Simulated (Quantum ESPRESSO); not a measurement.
# WS2 in Quantum ESPRESSO: relaxation of the atoms with LDA

Aim: the relaxation of the atoms of WS2 with LDA.

All numbers are computed with Quantum ESPRESSO 7.5; they aren't measurements. Logs are shortened: lines on timing, memory, paths and dates and some standing lists are left out, and cuts for length are marked.

## (1) The structure

The cell holds a sheet with vacuum, 3 atoms: a = 3.090 Å, b = 3.090 Å, c = 21.140 Å, α = 90.00°, β = 90.00°, γ = 120.00°.

The cell was built by a generator and needn't be a form met in nature.

## (2) Relaxation of the atoms, LDA

Input file pw.in:

```
&CONTROL
  calculation = 'relax'
  prefix = 'pwscf'
  outdir = './tmp'
  pseudo_dir = './pseudo'
  tprnfor = .true.
  disk_io = 'low'
  nstep = 40
  forc_conv_thr = 0.0004
  etot_conv_thr = 1d-05
/
&SYSTEM
  ibrav = 0
  nat = 3
  ntyp = 2
  ecutwfc = 70
  nbnd = 20
  occupations = 'smearing'
  smearing = 'gaussian'
  degauss = 0.00146997
/
&ELECTRONS
  conv_thr = 6d-10
  electron_maxstep = 120
  mixing_beta = 0.5
/
&IONS
  ion_dynamics = 'bfgs'
/
ATOMIC_SPECIES
S     32.0600 S.upf
W    183.8400 W.upf
CELL_PARAMETERS angstrom
   3.0899400000    0.0000000000    0.0000000000
  -1.5449700000    2.6759665361    0.0000000000
   0.0000000000    0.0000000000   21.1400000000
ATOMIC_POSITIONS crystal
S      0.6666666667    0.3333333333    0.4257332072
W      0.3333333333    0.6666666667    0.5000000000
S      0.6666666667    0.3333333333    0.5742667928
K_POINTS automatic
10 10 1 0 0 0
```

Potentials or basis: PseudoDojo 0.4.1 SR LDA standard.

The run is started by

```sh
OMP_NUM_THREADS=1 pw.x -in pw.in > pw.out
```

pw.out:

```text
This program is part of the open-source Quantum ESPRESSO suite
     for quantum simulation of materials; please cite
[... 9 lines left out ...]
     --------------------
     sticks:   dense  smooth     PW     G-vecs:    dense   smooth      PW
     Sum         661     661    199                93309    93309   14737

     Using Slab Decomposition

     bravais-lattice index     =            0
     lattice parameter (alat)  =       5.8391  a.u.
     unit-cell volume          =    1179.5933 (a.u.)^3
     number of atoms/cell      =            3
     number of atomic types    =            2
     number of electrons       =        26.00
     number of Kohn-Sham states=           20
     kinetic-energy cutoff     =      70.0000  Ry
     charge density cutoff     =     280.0000  Ry
     scf convergence threshold =      6.0E-10
     mixing beta               =       0.5000
     number of iterations used =            8  plain     mixing
     energy convergence thresh.=      1.0E-05
     force convergence thresh. =      4.0E-04
     Exchange-correlation= SLA  PW   NOGX NOGC
                           (   1   4   0   0   0   0   0)
     nstep                     =           40

     celldm(1)=   5.839140  celldm(2)=   0.000000  celldm(3)=   0.000000
     celldm(4)=   0.000000  celldm(5)=   0.000000  celldm(6)=   0.000000

     crystal axes: (cart. coord. in units of alat)
               a(1) = (   1.000000   0.000000   0.000000 )
               a(2) = (  -0.500000   0.866025   0.000000 )
               a(3) = (   0.000000   0.000000   6.841557 )

     reciprocal axes: (cart. coord. in units 2 pi/alat)
               b(1) = (  1.000000  0.577350 -0.000000 )
               b(2) = (  0.000000  1.154701  0.000000 )
               b(3) = (  0.000000 -0.000000  0.146166 )

     PseudoPot. # 1 for S  read from file:
     S.upf
     Pseudo is Norm-conserving + core correction, Zval =  6.0
     Generated using ONCVPSP code by D. R. Hamann
     Using radial grid of 1132 points,  6 beta functions with:
                l(1) =   0
                l(2) =   0
                l(3) =   1
                l(4) =   1
                l(5) =   2
                l(6) =   2

     PseudoPot. # 2 for W  read from file:
     W.upf
     Pseudo is Norm-conserving + core correction, Zval = 14.0
     Generated using ONCVPSP code by D. R. Hamann
     Using radial grid of 1380 points,  8 beta functions with:
                l(1) =   0
                l(2) =   0
                l(3) =   1
                l(4) =   1
                l(5) =   2
                l(6) =   2
                l(7) =   3
                l(8) =   3

     atomic species   valence    mass     pseudopotential
     S                 6.00    32.06000     S ( 1.00)
     W                14.00   183.84000     W ( 1.00)

     12 Sym. Ops. (no inversion) found

   Cartesian axes

     site n.     atom                  positions (alat units)
         1        S      tau(   1) = (   0.5000000   0.2886751   2.9126779  )
         2        W      tau(   2) = (  -0.0000000   0.5773503   3.4207784  )
         3        S      tau(   3) = (   0.5000000   0.2886751   3.9288789  )

     number of k points=    14  Gaussian smearing, width (Ry)=  0.0015
                       cart. coord. in units 2pi/alat
        k(    1) = (   0.0000000   0.0000000   0.0000000), wk =   0.0200000
        k(    2) = (   0.0000000   0.1154701   0.0000000), wk =   0.1200000
        k(    3) = (   0.0000000   0.2309401   0.0000000), wk =   0.1200000
        k(    4) = (   0.0000000   0.3464102   0.0000000), wk =   0.1200000
        k(    5) = (   0.0000000   0.4618802   0.0000000), wk =   0.1200000
        k(    6) = (   0.0000000  -0.5773503   0.0000000), wk =   0.0600000
        k(    7) = (   0.1000000   0.1732051   0.0000000), wk =   0.1200000
        k(    8) = (   0.1000000   0.2886751   0.0000000), wk =   0.2400000
        k(    9) = (   0.1000000   0.4041452   0.0000000), wk =   0.2400000
        k(   10) = (   0.1000000   0.5196152   0.0000000), wk =   0.2400000
        k(   11) = (   0.2000000   0.3464102   0.0000000), wk =   0.1200000
        k(   12) = (   0.2000000   0.4618802   0.0000000), wk =   0.2400000
        k(   13) = (   0.2000000   0.5773503   0.0000000), wk =   0.1200000
        k(   14) = (   0.3000000   0.5196152   0.0000000), wk =   0.1200000

     Dense  grid:    93309 G-vectors     FFT dimensions: (  32,  32, 216)

     Initial potential from superposition of free atoms

     starting charge      25.9995, renormalised to      26.0000

     negative rho (up, down):  2.559E-05 0.000E+00
     Starting wfcs are   18 randomized atomic wfcs +    2 random wfcs

     Self-consistent Calculation

     iteration #  1     ecut=    70.00 Ry     beta= 0.50
     Davidson diagonalization with overlap
     ethr =  1.00E-02,  avg # of iterations =  6.4

     Threshold (ethr) on eigenvalues was too large:
     Diagonalizing with lowered threshold

     Davidson diagonalization with overlap
     ethr =  3.06E-04,  avg # of iterations =  4.2

     negative rho (up, down):  1.038E-05 0.000E+00

     total energy              =    -196.26172235 Ry
     estimated scf accuracy    <       0.09335680 Ry

     iteration #  2     ecut=    70.00 Ry     beta= 0.50
     Davidson diagonalization with overlap
     ethr =  3.59E-04,  avg # of iterations =  5.0

     negative rho (up, down):  4.677E-06 0.000E+00

     total energy              =    -196.27538601 Ry
     estimated scf accuracy    <       0.01115059 Ry

     iteration #  3     ecut=    70.00 Ry     beta= 0.50
     Davidson diagonalization with overlap
     ethr =  4.29E-05,  avg # of iterations =  4.7
[... 142 lines left out ...]
!    total energy              =    -196.27855854 Ry
     estimated scf accuracy    <          3.6E-11 Ry
     smearing contrib. (-TS)   =      -0.00000000 Ry
     internal energy E=F+TS    =    -196.27855854 Ry

     The total energy is F=E-TS. E is the sum of the following terms:
     one-electron contribution =   -1272.94280900 Ry
     hartree contribution      =     635.87333994 Ry
     xc contribution           =     -45.79120031 Ry
     ewald contribution        =     486.58211084 Ry

     convergence has been achieved in  10 iterations

     Forces acting on atoms (cartesian axes, Ry/au):

     atom    1 type  1   force =     0.00000000    0.00000000   -0.00179970
     atom    2 type  2   force =     0.00000000    0.00000000    0.00000000
     atom    3 type  1   force =     0.00000000    0.00000000    0.00179970

     Total force =     0.002545     Total SCF correction =     0.000012

     BFGS Geometry Optimization
     Energy error            =      6.5E-06 Ry
     Gradient error          =      1.8E-03 Ry/Bohr

     number of scf cycles    =   1
     number of bfgs steps    =   0

     energy             new  =    -196.2785585354 Ry

     new trust radius        =       0.0017996985 bohr
     new conv_thr            =       0.0000000006 Ry

ATOMIC_POSITIONS (crystal)
S                0.6666666667        0.3333333333        0.4256881571
W                0.3333333333        0.6666666667        0.5000000000
S                0.6666666667        0.3333333333        0.5743118429

     NEW-OLD atomic charge density approx. for the potential

     negative rho (up, down):  2.464E-07 0.000E+00

     Self-consistent Calculation

     iteration #  1     ecut=    70.00 Ry     beta= 0.50
     Davidson diagonalization with overlap
     ethr =  1.00E-06,  avg # of iterations =  2.0

     Threshold (ethr) on eigenvalues was too large:
     Diagonalizing with lowered threshold

     Davidson diagonalization with overlap
     ethr =  1.96E-09,  avg # of iterations =  4.0

     negative rho (up, down):  1.026E-07 0.000E+00

     total energy              =    -196.27856341 Ry
     estimated scf accuracy    <       0.00000051 Ry

     iteration #  2     ecut=    70.00 Ry     beta= 0.50
     Davidson diagonalization with overlap
     ethr =  1.96E-09,  avg # of iterations =  2.0

     negative rho (up, down):  7.771E-08 0.000E+00

     total energy              =    -196.27856342 Ry
     estimated scf accuracy    <       0.00000125 Ry

     iteration #  3     ecut=    70.00 Ry     beta= 0.50
     Davidson diagonalization with overlap
     ethr =  1.96E-09,  avg # of iterations =  2.0
[... 105 lines left out ...]
!    total energy              =    -196.27856361 Ry
     estimated scf accuracy    <          9.4E-11 Ry
     smearing contrib. (-TS)   =      -0.00000000 Ry
     internal energy E=F+TS    =    -196.27856361 Ry

     The total energy is F=E-TS. E is the sum of the following terms:
     one-electron contribution =   -1272.66797745 Ry
     hartree contribution      =     635.73664087 Ry
     xc contribution           =     -45.78945291 Ry
     ewald contribution        =     486.44222588 Ry

     convergence has been achieved in   5 iterations

     Forces acting on atoms (cartesian axes, Ry/au):

     atom    1 type  1   force =     0.00000000   -0.00000000   -0.00101539
     atom    2 type  2   force =     0.00000000    0.00000000    0.00000000
     atom    3 type  1   force =    -0.00000000   -0.00000000    0.00101539

     Total force =     0.001436     Total SCF correction =     0.000014
     Energy error            =      5.1E-06 Ry
     Gradient error          =      1.0E-03 Ry/Bohr

     number of scf cycles    =   2
     number of bfgs steps    =   1

     energy             old  =    -196.2785585354 Ry
     energy             new  =    -196.2785636067 Ry

     CASE: energy            _new < energy            _old

     new trust radius        =       0.0019796683 bohr
     new conv_thr            =            6.0E-12 Ry

ATOMIC_POSITIONS (crystal)
S                0.6666666667        0.3333333333        0.4256386020
W                0.3333333333        0.6666666667        0.5000000000
S                0.6666666667        0.3333333333        0.5743613980

     NEW-OLD atomic charge density approx. for the potential

     negative rho (up, down):  2.768E-07 0.000E+00

     Self-consistent Calculation

     iteration #  1     ecut=    70.00 Ry     beta= 0.50
     Davidson diagonalization with overlap
     ethr =  1.00E-06,  avg # of iterations =  2.0

     Threshold (ethr) on eigenvalues was too large:
     Diagonalizing with lowered threshold

     Davidson diagonalization with overlap
     ethr =  2.31E-09,  avg # of iterations =  4.0

     negative rho (up, down):  1.163E-07 0.000E+00

     total energy              =    -196.27856570 Ry
     estimated scf accuracy    <       0.00000059 Ry

     iteration #  2     ecut=    70.00 Ry     beta= 0.50
     Davidson diagonalization with overlap
     ethr =  2.28E-09,  avg # of iterations =  2.0

     negative rho (up, down):  8.836E-08 0.000E+00

     total energy              =    -196.27856571 Ry
     estimated scf accuracy    <       0.00000144 Ry

     iteration #  3     ecut=    70.00 Ry     beta= 0.50
     Davidson diagonalization with overlap
     ethr =  2.28E-09,  avg # of iterations =  2.0
[... 119 lines left out ...]
!    total energy              =    -196.27856593 Ry
     estimated scf accuracy    <          2.1E-13 Ry
     smearing contrib. (-TS)   =      -0.00000000 Ry
     internal energy E=F+TS    =    -196.27856593 Ry

     The total energy is F=E-TS. E is the sum of the following terms:
     one-electron contribution =   -1272.36586759 Ry
     hartree contribution      =     635.58647723 Ry
     xc contribution           =     -45.78753336 Ry
     ewald contribution        =     486.28835780 Ry

     convergence has been achieved in   7 iterations

     Forces acting on atoms (cartesian axes, Ry/au):

     atom    1 type  1   force =     0.00000000    0.00000000   -0.00015486
     atom    2 type  2   force =     0.00000000    0.00000000    0.00000000
     atom    3 type  1   force =     0.00000000    0.00000000    0.00015486

     Total force =     0.000219     Total SCF correction =     0.000001
     Energy error            =      2.3E-06 Ry
     Gradient error          =      1.5E-04 Ry/Bohr

     bfgs converged in   3 scf cycles and   2 bfgs steps
     (criteria: energy <  1.0E-05 Ry, force <  4.0E-04 Ry/Bohr)

     End of BFGS Geometry Optimization

     Final energy             =    -196.2785659253 Ry

Begin final coordinates

ATOMIC_POSITIONS (crystal)
S                0.6666666667        0.3333333333        0.4256386020
W                0.3333333333        0.6666666667        0.5000000000
S                0.6666666667        0.3333333333        0.5743613980
End final coordinates

=------------------------------------------------------------------------------=
   JOB DONE.
=------------------------------------------------------------------------------=
```

It took 2.6 min on 1 thread of Intel Xeon Platinum 8375C at 2.90GHz (Ice Lake), shared host; peak memory 0.17 GiB.

What came out:

```yaml
Free_energy: -2670.5059 eV
Energy_gained_by_relaxing: 0.0 meV/atom
Ionic_steps: 3
Largest_force_after_relaxing: 0.004 eV/Å
Band_gap_on_the_k_mesh: 2.21 eV, indirect (least direct gap 2.50 eV)
```

Forces in eV/Å, atoms in the order of the input:
```
S    0.000  0.000 -0.004
W    0.000  0.000  0.000
S    0.000  0.000  0.004
```

Step by step:
| step | energy change (eV) | largest force (eV/Å) |
| --- | --- | --- |
| 1 | 0.0000 | 0.0463 |
| 2 | -0.0001 | 0.0261 |
| 3 | -0.0001 | 0.0040 |

Final structure:
```yaml
crystal:
  lattice:
    - [3.08994, 0.00000, 0.00000]
    - [-1.54497, 2.67597, 0.00000]
    - [0.00000, 0.00000, 21.14000]
  atoms:
    - { symbol: S, position: [0.66667, 0.33333, 0.42564] }
    - { symbol: W, position: [0.33333, 0.66667, 0.50000] }
    - { symbol: S, position: [0.66667, 0.33333, 0.57436] }
```

Levels at points of the mesh, in eV from the valence-band top:
| k point | band 9 | band 10 | band 11 | band 12 | band 13 | band 14 | band 15 | band 16 | band 17 | band 18 |
| --- | --- | --- | --- | --- | --- | --- | --- | --- | --- | --- |
| (0.00, 0.00, 0.00) | -2.65 | -2.19 | -1.31 | -1.31 | -0.16 | 3.30 | 3.30 | 3.45 | 3.45 | 5.42 |
| (0.00, -0.50, 0.00) | -4.45 | -3.29 | -2.12 | -0.88 | -0.81 | 3.40 | 3.70 | 4.25 | 5.14 | 5.48 |

Caveat: spin-orbit coupling is left out, which moves the levels of the heavy elements.
